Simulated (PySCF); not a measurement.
# C3H7OPSi: electronic excitations at several levels of theory

Aim: compute the electronic excitations of C3H7OPSi (`P[SiH2]C1=COC1`) at several levels, and see how far they spread and what each costs.

The runs use PySCF 2.14.0, with density-fitted response routines of our own; the level of theory stands in each step. All values are computed, except where a source is named. Atoms are numbered from 0 throughout.

### Step 1. The starting structure

13 atoms, charge 0, multiplicity 1; geometry from: GFN2-xTB. The atoms were then displaced at random by about 0.01 Å, so the start is not that level's minimum.

Bonds of the start (Å): P0–Si1 2.25, Si1–C2 1.87, C2–C3 1.33, C3–O4 1.41, O4–C5 1.44, C5–C2 1.50, P0–H6 1.40, P0–H7 1.36, Si1–H8 1.45, Si1–H9 1.48, C3–H10 1.05, C5–H11 1.09, C5–H12 1.10.

### Step 2. Relaxing the molecule at PBE0-D3(BJ)/def2-SVP

Job settings and geometry (Å):

```
{"job": {"xc": "PBE0", "basis": "def2-SVP", "d3": "d3bj", "grid": 1, "shake": 0.01, "kind": "geom"}, "charge": 0, "multiplicity": 1}
P      2.618010     0.370880    -0.614650
Si     0.954220    -0.880690     0.229010
C     -0.649230     0.011160    -0.138820
C     -0.995200     1.164140    -0.708900
O     -2.381890     0.986970    -0.566700
C     -2.102590    -0.266080     0.079240
H      2.462320     1.418070     0.300460
H      3.621590    -0.194020     0.110140
H      1.005750    -2.166600    -0.437910
H      1.071810    -1.112210     1.689290
H     -0.605580     2.024460    -1.162590
H     -2.444940    -0.281690     1.118220
H     -2.548460    -1.091290    -0.490860
```

The run is started by

```bash
OMP_NUM_THREADS=1 python probes_run.py task.json out
```

This one command runs all jobs of the session in turn.

Log:

```text
step   0  E = -823.72210566  max force = 0.055625
step   1  E = -823.73057055  max force = 0.012244
step   2  E = -823.73106491  max force = 0.003863
step   3  E = -823.73118505  max force = 0.001430
step   4  E = -823.73123376  max force = 0.000741
step   5  E = -823.73132391  max force = 0.001511
step   6  E = -823.73139717  max force = 0.002377
step   7  E = -823.73146163  max force = 0.001763
step   8  E = -823.73149455  max force = 0.001056
step   9  E = -823.73150862  max force = 0.000707
step  10  E = -823.73151688  max force = 0.000580
step  11  E = -823.73152716  max force = 0.000889
step  12  E = -823.73153378  max force = 0.000750
step  13  E = -823.73153793  max force = 0.000306
optimisation converged
```

Wall time 97 s (1 thread of Arm Neoverse V1, shared host); peak memory 0.53 GiB.

Relaxation path:

```csv
step,energy from step 0 (eV),largest force component (eV/Å)
0,0.0000,2.8604
1,-0.2303,0.6296
2,-0.2438,0.1986
3,-0.2471,0.0735
4,-0.2484,0.0381
5,-0.2508,0.0777
6,-0.2528,0.1222
7,-0.2546,0.0907
8,-0.2555,0.0543
9,-0.2559,0.0364
10,-0.2561,0.0298
11,-0.2564,0.0457
12,-0.2566,0.0386
13,-0.2567,0.0157
```

Close pairs (by a distance rule), those that changed most:

```csv
bond,before (Å),after (Å),change (Å)
P0–H7,1.361,1.429,+0.068
Si1–H8,1.449,1.498,+0.049
C3–O4,1.405,1.358,-0.047
C3–H10,1.048,1.094,+0.046
Si1–C2,1.871,1.842,-0.029
P0–H6,1.399,1.429,+0.029
C2–C3,1.332,1.353,+0.021
C2–C5,1.496,1.515,+0.020
```

The end geometry stands in the next job.

```csv
at the end point,value
point group (found at 0.08 Å tolerance),C1
"rotational constants (GHz, main isotopes)","5.421, 1.166, 0.990"
dipole moment (D),1.17
```

### Step 3. Excited states and response: PBE0/def2-SVP

Job settings and geometry (Å):

```
{"job": {"kind": "uv", "xc": "PBE0", "basis": "def2-SVP"}, "charge": 0, "multiplicity": 1}
P      2.534440     0.627404    -0.570275
Si     0.979116    -0.855079     0.148724
C     -0.653603    -0.053481    -0.141499
C     -1.105766     1.003728    -0.854154
O     -2.428094     0.954245    -0.547811
C     -2.104909    -0.205873     0.266186
H      2.533342     1.373821     0.647778
H      3.645161    -0.185661    -0.187168
H      1.156442    -2.109867    -0.650067
H      1.127522    -1.225330     1.591851
H     -0.709088     1.773408    -1.523101
H     -2.350678    -0.018311     1.322786
H     -2.636786    -1.095803    -0.104156
```

Method: TDDFT PBE0/def2-SVP, vertical, gas phase, core orbitals frozen in the response.

Log:

```text
coarse grid: 11936 points
cycle   1  E = -823.5576417360  dE =  6.677e-01  |g| = 5.170e-01  |ddm| = 3.648e+00
cycle   2  E = -823.4956989926  dE =  6.194e-02  |g| = 7.750e-01  |ddm| = 1.095e+00
cycle   3  E = -823.6116483632  dE = -1.159e-01  |g| = 1.076e-01  |ddm| = 6.495e-01
cycle   4  E = -823.6134346567  dE = -1.786e-03  |g| = 5.739e-02  |ddm| = 1.402e-01
cycle   5  E = -823.6142279296  dE = -7.933e-04  |g| = 1.337e-02  |ddm| = 6.023e-02
cycle   6  E = -823.6142730201  dE = -4.509e-05  |g| = 4.097e-03  |ddm| = 1.867e-02
cycle   7  E = -823.6142776138  dE = -4.594e-06  |g| = 4.400e-04  |ddm| = 4.968e-03
final grid: 106288 points
cycle   8  E = -823.7207730288  dE = -7.195e-06  |g| = 1.005e-02  |ddm| = 2.618e-02
cycle   9  E = -823.7207333850  dE =  3.964e-05  |g| = 1.739e-02  |ddm| = 2.065e-02
cycle  10  E = -823.7207932834  dE = -5.990e-05  |g| = 1.906e-03  |ddm| = 1.345e-02
cycle  11  E = -823.7207942286  dE = -9.451e-07  |g| = 2.531e-04  |ddm| = 2.081e-03
cycle  12  E = -823.7207942429  dE = -1.436e-08  |g| = 1.018e-04  |ddm| = 3.751e-04
cycle  13  E = -823.7207942456  dE = -2.690e-09  |g| = 1.714e-05  |ddm| = 1.224e-04
cycle  14  E = -823.7207942457  dE = -6.730e-11  |g| = 5.545e-06  |ddm| = 2.731e-05
converged SCF energy = -823.7207942457

Static polarisability (au): isotropic 80.687, principal 61.480 83.494 97.086

Singlet excitations
state   eV       nm        f      main configurations
  1   5.9981    206.7   0.19991   H->L 0.87
  2   6.2986    196.8   0.01143   H-1->L 0.77, H->L+1 0.16
  3   6.4449    192.4   0.05867   H->L+1 0.71, H-1->L 0.17
  4   6.5507    189.3   0.01136   H->L+2 0.49, H->L+3 0.37
  5   6.7478    183.7   0.00283   H->L+3 0.56, H->L+2 0.37
  6   6.9298    178.9   0.03686   H-1->L+1 0.53, H-1->L+2 0.34
  7   7.1957    172.3   0.01632   H-1->L+3 0.53, H-2->L 0.28, H-1->L+2 0.09
  8   7.2594    170.8   0.00487   H-2->L 0.49, H-1->L+3 0.38
  9   7.3826    167.9   0.01011   H->L+4 0.60, H->L+5 0.16
 10   7.4156    167.2   0.16964   H-1->L+2 0.43, H-1->L+1 0.30

Triplet excitations (Tamm-Dancoff, eV): 3.7761 5.6929 5.8200 6.2012
```

It took 16 s on 1 thread of Arm Neoverse V1, shared host; peak memory 0.63 GiB.

Frontier orbitals and where they lie:

```csv
orbital,eV,atoms
HOMO−3,-9.46,"Si1 26 %, H8 23 %, O4 16 %"
HOMO−2,-8.92,"P0 30 %, Si1 19 %, C2 15 %"
HOMO−1,-7.47,"P0 77 %, Si1 12 %, H9 6 %"
HOMO,-6.78,"C2 43 %, O4 26 %, C3 18 %"
LUMO,-0.16,"C3 40 %, C2 21 %, Si1 16 %"
LUMO+1,0.75,"P0 36 %, Si1 33 %, H7 13 %"
LUMO+2,0.92,"P0 41 %, Si1 20 %, H6 13 %"
```

With each of the 10 states as a Gaussian band of 0.4 eV half-width at 1/e, the curve within the window shown has maxima at 205 nm (ε 9,300), 169 nm (ε 8,400) L/(mol cm). Beyond the last state computed it falls off for lack of states. The curve at chosen wavelengths:

```csv
nm,ε (L/mol/cm)
161,4326
164,6685
166,7831
169,8380
172,7618
175,6237
177,5351
180,4416
183,4072
185,4146
188,4622
191,5429
194,6455
196,7196
199,8250
202,9023
205,9289
207,9120
210,8360
213,7132
215,6168
218,4688
221,3341
224,2242
226,1665
229,1020
```

Ground-state properties from the same run:

```csv
property,computed
dipole moment (D),1.17
polarisability (Å³),11.96
HOMO–LUMO gap (eV),6.62
−ε(HOMO) (eV),6.78
```

### Step 4. Ultraviolet spectrum: PBE0/def2-TZVP

Same as in step 3 but for these lines:

```diff
@@ -1,2 +1,2 @@
-{"job": {"kind": "uv", "xc": "PBE0", "basis": "def2-SVP"}, "charge": 0, "multiplicity": 1}
+{"job": {"kind": "uv", "xc": "PBE0", "basis": "def2-TZVP"}, "charge": 0, "multiplicity": 1}
 P      2.534440     0.627404    -0.570275
```

Level: TDDFT PBE0/def2-TZVP, vertical, gas phase, core orbitals frozen in the response.

Log:

```text
coarse grid: 11936 points
cycle   1  E = -824.1018980367  dE =  6.966e-01  |g| = 5.484e-01  |ddm| = 2.776e+00
cycle   2  E = -824.0305627478  dE =  7.134e-02  |g| = 8.352e-01  |ddm| = 1.131e+00
cycle   3  E = -824.1575859062  dE = -1.270e-01  |g| = 1.216e-01  |ddm| = 7.636e-01
cycle   4  E = -824.1595063248  dE = -1.920e-03  |g| = 6.908e-02  |ddm| = 1.190e-01
cycle   5  E = -824.1606087190  dE = -1.102e-03  |g| = 1.491e-02  |ddm| = 5.100e-02
cycle   6  E = -824.1606571252  dE = -4.841e-05  |g| = 5.761e-03  |ddm| = 1.374e-02
cycle   7  E = -824.1606654533  dE = -8.328e-06  |g| = 6.974e-04  |ddm| = 4.664e-03
final grid: 106288 points
cycle   8  E = -824.1542073704  dE = -3.055e-05  |g| = 1.095e-02  |ddm| = 4.278e-02
cycle   9  E = -824.1541665494  dE =  4.082e-05  |g| = 1.841e-02  |ddm| = 1.704e-02
cycle  10  E = -824.1542281335  dE = -6.158e-05  |g| = 2.358e-03  |ddm| = 1.181e-02
cycle  11  E = -824.1542293749  dE = -1.241e-06  |g| = 4.556e-04  |ddm| = 2.020e-03
cycle  12  E = -824.1542294163  dE = -4.141e-08  |g| = 1.669e-04  |ddm| = 3.641e-04
cycle  13  E = -824.1542294231  dE = -6.812e-09  |g| = 3.967e-05  |ddm| = 1.527e-04
cycle  14  E = -824.1542294235  dE = -3.668e-10  |g| = 7.738e-06  |ddm| = 3.268e-05
converged SCF energy = -824.1542294235

Static polarisability (au): isotropic 90.302, principal 69.107 92.582 109.216

Singlet excitations
state   eV       nm        f      main configurations
  1   5.7893    214.2   0.12001   H->L 0.74, H->L+1 0.20
  2   6.1022    203.2   0.07283   H->L+1 0.62, H-1->L 0.18, H->L 0.14
  3   6.1784    200.7   0.00125   H->L+2 0.62, H->L+3 0.21, H-1->L 0.09
  4   6.2657    197.9   0.06895   H-1->L 0.67, H->L+1 0.11
  5   6.3598    194.9   0.00209   H->L+3 0.69, H->L+2 0.20
  6   6.4952    190.9   0.03878   H-1->L+2 0.42, H-1->L+1 0.40, H->L+2 0.08
  7   6.7820    182.8   0.06376   H-1->L+3 0.46, H-1->L+2 0.20, H->L+4 0.15
  8   6.8205    181.8   0.01725   H->L+4 0.64, H-1->L+3 0.15, H->L+5 0.12
  9   6.9670    178.0   0.13993   H-1->L+3 0.35, H-1->L+1 0.29, H-1->L+2 0.23
 10   7.0795    175.1   0.00968   H->L+5 0.57, H-2->L 0.20, H->L+4 0.09

Triplet excitations (Tamm-Dancoff, eV): 3.7615 5.4179 5.5124 5.8609
```

Wall time 44 s (1 thread of Arm Neoverse V1, shared host); peak memory 0.9 GiB.

Key values: HOMO -6.85 eV, LUMO -0.29 eV; lowest singlet 5.79 eV.

### Step 5. Excited states and response: PBE0/aug-cc-pVDZ

Same as in step 4 but for these lines:

```diff
@@ -1,2 +1,2 @@
-{"job": {"kind": "uv", "xc": "PBE0", "basis": "def2-TZVP"}, "charge": 0, "multiplicity": 1}
+{"job": {"kind": "uv", "xc": "PBE0", "basis": "aug-cc-pVDZ"}, "charge": 0, "multiplicity": 1}
 P      2.534440     0.627404    -0.570275
```

Method: TDDFT PBE0/aug-cc-pVDZ, vertical, gas phase, core orbitals frozen in the response.

Log:

```text
coarse grid: 11936 points
cycle   1  E = -824.0167462385  dE =  7.458e-01  |g| = 5.002e-01  |ddm| = 8.369e+00
cycle   2  E = -823.9513001157  dE =  6.545e-02  |g| = 7.749e-01  |ddm| = 2.152e+00
cycle   3  E = -824.0683273656  dE = -1.170e-01  |g| = 1.057e-01  |ddm| = 1.120e+00
cycle   4  E = -824.0699888929  dE = -1.662e-03  |g| = 5.752e-02  |ddm| = 2.827e-01
cycle   5  E = -824.0707868844  dE = -7.980e-04  |g| = 1.298e-02  |ddm| = 1.284e-01
cycle   6  E = -824.0708284067  dE = -4.152e-05  |g| = 4.485e-03  |ddm| = 3.816e-02
cycle   7  E = -824.0708340145  dE = -5.608e-06  |g| = 5.240e-04  |ddm| = 1.050e-02
final grid: 106288 points
cycle   8  E = -824.0858345766  dE = -9.358e-06  |g| = 9.899e-03  |ddm| = 1.828e-01
cycle   9  E = -824.0857970891  dE =  3.749e-05  |g| = 1.697e-02  |ddm| = 4.742e-02
cycle  10  E = -824.0858547004  dE = -5.761e-05  |g| = 2.135e-03  |ddm| = 2.721e-02
cycle  11  E = -824.0858558571  dE = -1.157e-06  |g| = 2.471e-04  |ddm| = 4.162e-03
cycle  12  E = -824.0858558696  dE = -1.251e-08  |g| = 1.197e-04  |ddm| = 8.722e-04
cycle  13  E = -824.0858558733  dE = -3.749e-09  |g| = 2.170e-05  |ddm| = 2.805e-04
cycle  14  E = -824.0858558734  dE = -1.205e-10  |g| = 6.515e-06  |ddm| = 7.707e-05
converged SCF energy = -824.0858558734

Static polarisability (au): isotropic 95.887, principal 74.365 97.876 115.419

Singlet excitations
state   eV       nm        f      main configurations
  1   5.5910    221.8   0.04457   H->L 0.61, H->L+2 0.32
  2   5.6625    219.0   0.00517   H->L+1 0.87
  3   5.8889    210.5   0.09650   H->L+2 0.56, H->L 0.20
  4   6.0197    206.0   0.02723   H->L+3 0.77
  5   6.1483    201.7   0.08819   H-1->L 0.61, H-1->L+1 0.24
  6   6.1736    200.8   0.00323   H->L+4 0.90
  7   6.2677    197.8   0.00414   H-1->L+1 0.43, H-1->L+2 0.32, H-1->L 0.21
  8   6.4915    191.0   0.06989   H-1->L+3 0.34, H-1->L+2 0.19, H-1->L+4 0.18
  9   6.5355    189.7   0.11873   H-1->L+2 0.36, H-1->L+4 0.19, H->L+5 0.17
 10   6.5807    188.4   0.05188   H->L+5 0.74

Triplet excitations (Tamm-Dancoff, eV): 3.7694 5.4152 5.5805 5.6036
```

Run time: 37 s. Hardware: 1 thread of Arm Neoverse V1, shared host; peak memory 0.88 GiB.

This run: HOMO -6.83 eV, LUMO -0.37 eV; lowest singlet 5.59 eV.

### Step 6. TDDFT and polarisability: PBE0/def2-TZVPD

Same as in step 5 but for these lines:

```diff
@@ -1,2 +1,2 @@
-{"job": {"kind": "uv", "xc": "PBE0", "basis": "aug-cc-pVDZ"}, "charge": 0, "multiplicity": 1}
+{"job": {"kind": "uv", "xc": "PBE0", "basis": "def2-TZVPD"}, "charge": 0, "multiplicity": 1}
 P      2.534440     0.627404    -0.570275
```

Level: TDDFT PBE0/def2-TZVPD, vertical, gas phase, core orbitals frozen in the response.

Log:

```text
coarse grid: 11936 points
cycle   1  E = -824.1036944692  dE =  6.961e-01  |g| = 5.469e-01  |ddm| = 3.704e+00
cycle   2  E = -824.0302554001  dE =  7.344e-02  |g| = 8.398e-01  |ddm| = 1.084e+00
cycle   3  E = -824.1590992762  dE = -1.288e-01  |g| = 1.219e-01  |ddm| = 6.139e-01
cycle   4  E = -824.1609957490  dE = -1.896e-03  |g| = 6.981e-02  |ddm| = 1.495e-01
cycle   5  E = -824.1621244169  dE = -1.129e-03  |g| = 1.481e-02  |ddm| = 6.447e-02
cycle   6  E = -824.1621720114  dE = -4.759e-05  |g| = 5.826e-03  |ddm| = 1.928e-02
cycle   7  E = -824.1621805413  dE = -8.530e-06  |g| = 7.147e-04  |ddm| = 7.718e-03
final grid: 106288 points
cycle   8  E = -824.1557213611  dE = -3.298e-05  |g| = 1.100e-02  |ddm| = 2.304e-01
cycle   9  E = -824.1556800304  dE =  4.133e-05  |g| = 1.851e-02  |ddm| = 2.274e-02
cycle  10  E = -824.1557423034  dE = -6.227e-05  |g| = 2.387e-03  |ddm| = 1.265e-02
cycle  11  E = -824.1557435756  dE = -1.272e-06  |g| = 4.571e-04  |ddm| = 2.531e-03
cycle  12  E = -824.1557436171  dE = -4.148e-08  |g| = 1.700e-04  |ddm| = 5.265e-04
cycle  13  E = -824.1557436241  dE = -7.059e-09  |g| = 4.126e-05  |ddm| = 2.352e-04
cycle  14  E = -824.1557436245  dE = -3.922e-10  |g| = 7.868e-06  |ddm| = 6.948e-05
converged SCF energy = -824.1557436245

Static polarisability (au): isotropic 95.581, principal 74.052 97.578 115.113

Singlet excitations
state   eV       nm        f      main configurations
  1   5.6664    218.8   0.06871   H->L 0.62, H->L+2 0.22, H->L+1 0.13
  2   5.8383    212.4   0.01889   H->L+1 0.82
  3   5.9758    207.5   0.08565   H->L+2 0.58, H->L 0.21, H-1->L 0.09
  4   6.0789    204.0   0.01661   H->L+3 0.80
  5   6.1781    200.7   0.06894   H-1->L 0.76
  6   6.2542    198.2   0.00718   H->L+4 0.81
  7   6.3649    194.8   0.02316   H-1->L+2 0.62, H-1->L+3 0.13, H-1->L+1 0.12
  8   6.4279    192.9   0.03439   H-1->L+3 0.59, H-1->L+1 0.23
  9   6.6092    187.6   0.17908   H-1->L+1 0.53, H-1->L+2 0.24, H-1->L+3 0.10
 10   6.7375    184.0   0.01001   H->L+5 0.88

Triplet excitations (Tamm-Dancoff, eV): 3.7560 5.3440 5.4655 5.6732
```

Wall time 77 s (1 thread of Arm Neoverse V1, shared host); peak memory 1.1 GiB.

In short: HOMO -6.88 eV, LUMO -0.38 eV; lowest singlet 5.67 eV.

### Step 7. Excited states and response: PBE0/6-31+G*

Same as in step 6 but for these lines:

```diff
@@ -1,2 +1,2 @@
-{"job": {"kind": "uv", "xc": "PBE0", "basis": "def2-TZVPD"}, "charge": 0, "multiplicity": 1}
+{"job": {"kind": "uv", "xc": "PBE0", "basis": "6-31+G*"}, "charge": 0, "multiplicity": 1}
 P      2.534440     0.627404    -0.570275
```

Level: TDDFT PBE0/6-31+G*, vertical, gas phase, core orbitals frozen in the response.

Log:

```text
coarse grid: 11936 points
cycle   1  E = -824.0376197889  dE =  7.277e-01  |g| = 4.958e-01  |ddm| = 4.009e+00
cycle   2  E = -823.9776621373  dE =  5.996e-02  |g| = 7.543e-01  |ddm| = 1.725e+00
cycle   3  E = -824.0900732899  dE = -1.124e-01  |g| = 1.038e-01  |ddm| = 9.294e-01
cycle   4  E = -824.0917658871  dE = -1.693e-03  |g| = 5.421e-02  |ddm| = 1.976e-01
cycle   5  E = -824.0924640571  dE = -6.982e-04  |g| = 1.321e-02  |ddm| = 9.352e-02
cycle   6  E = -824.0925092356  dE = -4.518e-05  |g| = 4.084e-03  |ddm| = 3.209e-02
cycle   7  E = -824.0925137966  dE = -4.561e-06  |g| = 5.225e-04  |ddm| = 1.053e-02
final grid: 106288 points
cycle   8  E = -824.0251208051  dE = -5.887e-06  |g| = 9.985e-03  |ddm| = 1.012e-01
cycle   9  E = -824.0250839029  dE =  3.690e-05  |g| = 1.697e-02  |ddm| = 3.350e-02
cycle  10  E = -824.0251416985  dE = -5.780e-05  |g| = 2.109e-03  |ddm| = 2.227e-02
cycle  11  E = -824.0251428557  dE = -1.157e-06  |g| = 2.471e-04  |ddm| = 3.056e-03
cycle  12  E = -824.0251428692  dE = -1.343e-08  |g| = 1.126e-04  |ddm| = 7.381e-04
cycle  13  E = -824.0251428724  dE = -3.264e-09  |g| = 2.009e-05  |ddm| = 2.969e-04
cycle  14  E = -824.0251428725  dE = -9.322e-11  |g| = 6.376e-06  |ddm| = 9.328e-05
converged SCF energy = -824.0251428725

Static polarisability (au): isotropic 87.661, principal 67.782 90.799 104.400

Singlet excitations
state   eV       nm        f      main configurations
  1   5.6168    220.7   0.04873   H->L 0.63, H->L+2 0.28
  2   5.7662    215.0   0.00721   H->L+1 0.91
  3   5.9795    207.3   0.11368   H->L+2 0.58, H->L 0.24
  4   6.1242    202.4   0.02234   H->L+3 0.77
  5   6.2386    198.7   0.11665   H-1->L 0.59, H-1->L+1 0.22
  6   6.3485    195.3   0.00746   H-1->L+2 0.49, H-1->L+1 0.22, H-1->L 0.16
  7   6.3799    194.3   0.00040   H->L+4 0.77
  8   6.6094    187.6   0.21511   H-1->L+1 0.45, H-1->L+2 0.37
  9   6.6914    185.3   0.03160   H-1->L+3 0.69, H-1->L+4 0.16
 10   6.7762    183.0   0.01484   H->L+6 0.51, H->L+5 0.39

Triplet excitations (Tamm-Dancoff, eV): 3.7831 5.4073 5.6195 5.6414
```

Run time: 18 s. Hardware: 1 thread of Arm Neoverse V1, shared host; peak memory 0.68 GiB.

Key values: HOMO -6.84 eV, LUMO -0.34 eV; lowest singlet 5.62 eV.

### Step 8. Run by run: electronic excitations

Excitations and ground-state properties, with basis size and wall time:

```csv
run,lowest singlet (eV),brightest (eV),f,gap (eV),α (Å³),μ (D),functions,time
PBE0/def2-SVP,6.00,6.00,0.200,6.62,11.96,1.17,127,16 s
PBE0/def2-TZVP,5.79,6.97,0.140,6.56,13.38,0.99,240,44 s
PBE0/aug-cc-pVDZ,5.59,6.54,0.119,6.46,14.21,1.08,209,37 s
PBE0/def2-TZVPD,5.67,6.61,0.179,6.50,14.16,1.00,300,77 s
PBE0/6-31+G*,5.62,6.61,0.215,6.50,12.99,1.30,130,18 s
```

### Step 9. Outcome

```
                            quantity                        value
                         point group                           C1
rotational constants (main isotopes)         5.42, 1.17, 0.99 GHz
      lowest singlet (PBE0/def2-SVP)  6.00 eV (207 nm), f = 0.200
                      lowest triplet                      3.78 eV
         range of the lowest singlet              5.59 to 6.00 eV
```

In words: Single values in the summary come from the first sound run of each kind (PBE0/def2-SVP), which need not be the best level. The start of the PBE0/def2-SVP relaxation was shaken at random by about 0.01 Å, so part of the energy gained, and of the first lengths quoted, undoes that. Over 13 steps the energy fell by 0.257 eV; of the close pairs, P0–H7 changed most, 1.361 to 1.429 Å. The lowest singlet, at 6.00 eV, is HOMO→LUMO 0.87 and is bright. The lowest triplet lies 2.22 eV below the lowest singlet (triplets in Tamm-Dancoff, singlets in full TDDFT). The lowest singlet runs from 5.59 eV (PBE0/aug-cc-pVDZ) to 6.00 eV (PBE0/def2-SVP), while the orbital gap spans 6.46 to 6.62 eV. The lowest state need not be the same one in every run.
